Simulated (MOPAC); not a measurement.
**CH8BGeN (SMILES [BH2][GeH]([CH3])[NH2]) at PM6-DH+**

Wanted: a geometry optimisation of CH8BGeN. 

The results are computed with MOPAC 23.2.5.

9 further runs of the same task are left out: 4 that didn't finish, 5 set aside as unsound or not needed.

### Step 1. Starting point

CH8BGeN has 12 atoms, charge 0, and is taken as a singlet. SMILES: `[BH2][GeH]([CH3])[NH2]`. All atoms were displaced at random from a relaxed shape. The run starts from this shape.

Bond lengths: B1–Ge2 2.032 Å, Ge2–C3 1.988 Å, Ge2–N4 1.844 Å, B1–H5 1.217 Å, B1–H6 1.211 Å, Ge2–H7 1.549 Å, C3–H8 1.113 Å, C3–H9 1.099 Å, C3–H10 1.056 Å, N4–H11 1.017 Å, N4–H12 1.007 Å. Some angles: B1–Ge2–C3 110.0°, B1–Ge2–N4 110.3°, C3–Ge2–N4 113.2°, B1–Ge2–H7 112.3°, C3–Ge2–H7 106.3°, N4–Ge2–H7 104.7°, Ge2–B1–H5 121.8°, Ge2–B1–H6 120.8°, Ge2–C3–H8 110.2°, Ge2–C3–H9 109.2°.

### Step 2. A geometry optimisation at PM6-DH+

The input, run.mop:

```
PM6-DH+ EF GNORM=0.05 MULLIK CYCLES=300 BONDS DISP THREADS=1 AUX(PRECISION=6)
job CH8BGeN

B     -1.184844     1.452149     0.735690
Ge    -0.049683    -0.217781     0.505641
C      1.541256     0.192065    -0.613490
N     -1.072024    -1.599656    -0.163064
H     -2.268323     1.571245     0.194259
H     -0.767265     2.404514     1.356737
H      0.494677    -0.749306     1.855037
H      1.222229     0.548977    -1.618493
H      2.137640    -0.721719    -0.743718
H      2.169275     0.911479    -0.162493
H     -1.580667    -1.345560    -1.006290
H     -0.593367    -2.467330    -0.340176
```

The run is started by

```
$ mopac run.mop
```

**Question.** What will come out? Wanted: total energy at the end; dipole moment; HOMO energy; LUMO energy; HOMO–LUMO gap; dispersion energy; heat of formation.

**Answer.** As computed:

Level: PM6-DH+.

| quantity | value |
| --- | --- |
| total energy at the end | -19.92084 Eh |
| dipole moment | 1.69 D |
| HOMO energy | -7.59 eV |
| LUMO energy | -0.40 eV |
| HOMO–LUMO gap | 7.19 eV |
| dispersion energy | -4.01 kJ/mol |
| heat of formation | 100.9 kcal/mol |

**Reading.** At the final geometry: Bond lengths: Ge2–C3 1.937 Å, Ge2–N4 1.835 Å, B1–H5 1.173 Å, B1–H6 1.173 Å, Ge2–H7 1.501 Å, C3–H8 1.093 Å, C3–H9 1.094 Å, C3–H10 1.093 Å, N4–H11 1.013 Å, N4–H12 1.013 Å. Some angles: C3–Ge2–N4 113.5°, Ge2–C3–H8 111.6°, Ge2–C3–H9 111.3°, Ge2–C3–H10 111.4°, C3–Ge2–H7 114.6°, N4–Ge2–H7 110.5°, Ge2–N4–H11 114.5°, Ge2–N4–H12 115.1°, H8–C3–H9 107.4°, H8–C3–H10 107.5°. A long bond or contact: B1–Ge2 2.672 Å. The optimisation took 111 steps and changed the energy by -2.795 eV.
